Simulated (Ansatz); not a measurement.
# C₇H₁₄O₃SiZr: geometry optimisation

The task is to find a stationary geometry of C₇H₁₄O₃SiZr, and look at its orbitals and charge.

Program: Ansatz 0.2.0, Gaussian basis. Level of theory: RKS PBE0-D4/def2-TZVP. These are calculated values, not measurements.

Plan: relaxation at PBE0-D4/def2-TZVP; a single point in def2-TZVPP for the fields.

## Step 1: Where the work starts

SMILES `C[O][Zr]1234([OH])([O]C)[CH]5[CH]1[CH]2[C]3([SiH3])[CH]54`, 26 atoms, charge 0, spin multiplicity 1.

Atoms are counted from 1 here; the program's logs count them from 0.

Bond lengths: C1–O2 1.395 Å, C1–H13 1.101 Å, C1–H14 1.107 Å, C1–H15 1.107 Å, O2–Zr3 1.892 Å, Zr3–O4 1.896 Å, Zr3–O5 1.895 Å, Zr3–C7 2.554 Å, Zr3–C8 2.551 Å, Zr3–C9 2.440 Å, Zr3–C10 2.385 Å, Zr3–C12 2.449 Å, O4–H16 0.966 Å, O5–C6 1.391 Å, C6–H17 1.111 Å, C6–H18 1.108 Å, C6–H19 1.102 Å, C7–C8 1.417 Å and more. Angles: O2–C1–H13 109.4°, O2–C1–H14 111.0°, O2–C1–H15 111.4°, H13–C1–H14 108.1°, H13–C1–H15 107.9°, H14–C1–H15 108.9°, C1–O2–Zr3 121.6°, O2–Zr3–O4 103.0°, O2–Zr3–O5 105.8°, O2–Zr3–C7 108.6°, O2–Zr3–C8 139.5°, O2–Zr3–C9 132.8°, O2–Zr3–C10 98.5°, O2–Zr3–C12 86.3°, O4–Zr3–O5 101.2°, O4–Zr3–C7 142.6°, O4–Zr3–C8 111.5°, O4–Zr3–C9 89.2° and more.

The start is a GFN2-xTB geometry. Zr takes the def2 core potential; no spin-orbit term is included.

## Step 2: Geometry optimisation, PBE0-D4/def2-TZVP

File in.yaml:

```yaml
crystal:
  periodic: [false, false, false]
  atoms:
    - {symbol: C, position_ang: [-2.213750, 0.113470, -1.567520]}
    - {symbol: O, position_ang: [-0.950950, 0.599050, -1.226320]}
    - {symbol: Zr, position_ang: [-0.129220, 0.152200, 0.418400]}
    - {symbol: O, position_ang: [-1.102980, -1.374720, 0.981090]}
    - {symbol: O, position_ang: [-0.725230, 1.449860, 1.663740]}
    - {symbol: C, position_ang: [-2.004960, 1.982250, 1.548590]}
    - {symbol: C, position_ang: [2.192430, 1.214900, 0.485410]}
    - {symbol: C, position_ang: [2.159500, 0.267910, 1.538410]}
    - {symbol: C, position_ang: [1.944990, -1.004960, 0.975960]}
    - {symbol: C, position_ang: [1.851040, -0.862110, -0.441590]}
    - {symbol: Si, position_ang: [1.303620, -2.187330, -1.636920]}
    - {symbol: C, position_ang: [2.001850, 0.527220, -0.727910]}
    - {symbol: H, position_ang: [-2.434140, 0.370300, -2.615570]}
    - {symbol: H, position_ang: [-2.255960, -0.988130, -1.466310]}
    - {symbol: H, position_ang: [-3.004190, 0.561930, -0.934680]}
    - {symbol: H, position_ang: [-1.952110, -1.261370, 1.427160]}
    - {symbol: H, position_ang: [-2.783460, 1.195460, 1.643250]}
    - {symbol: H, position_ang: [-2.134890, 2.503200, 0.579880]}
    - {symbol: H, position_ang: [-2.174250, 2.716770, 2.352460]}
    - {symbol: H, position_ang: [2.447780, 2.263690, 0.590810]}
    - {symbol: H, position_ang: [2.376020, 0.478150, 2.579650]}
    - {symbol: H, position_ang: [1.967550, -1.951620, 1.508120]}
    - {symbol: H, position_ang: [-0.146990, -2.506660, -1.619620]}
    - {symbol: H, position_ang: [2.025590, -3.435630, -1.328070]}
    - {symbol: H, position_ang: [1.670800, -1.780120, -3.005010]}
    - {symbol: H, position_ang: [2.071910, 0.956270, -1.723410]}
basis:
  gaussian: {orbitals: def2-TZVP}
hamiltonian: {xc: pbe0, dispersion: d4}
relax: {f_tol: 0.005, max_steps: 150}
```

Started as:

```sh
ansatz run in.yaml --threads 11 --pin off --events-out ev --progress --plain --max-ram 110592MiB --backend cuda --devices 0, --max-vram 75GiB
```

Further steps of the session: A single point for the fields.

**Question.** What will the summary of the whole plan be? Wanted: point group; shift from the start; total energy; dispersion term; dipole moment; HOMO, LUMO.

**Answer**, as computed:

| quantity | value |
| --- | --- |
| point group | C1 |
| steps | 57 |
| shift from the start (rms) | 1.221 Å |
| total energy | -22778.9652 eV |
| dispersion term | -670 meV |
| dipole moment | 1.60 D |
| HOMO, LUMO | -7.08, -0.31 eV |

What this shows: The relaxed geometry lies 1.22 Å (rms) from the start; the bond that changed most is Zr3–C10, from 2.385 to 2.523 Å. No vibrations were run, so it is not proven to be a minimum. The largest Mulliken charge, +1.47 e, sits on Zr3. The HOMO lies mostly on C8, C10 about 19 % each; O2, O5 about 12 % each and the LUMO on Zr3 17 %; C10 17 %.
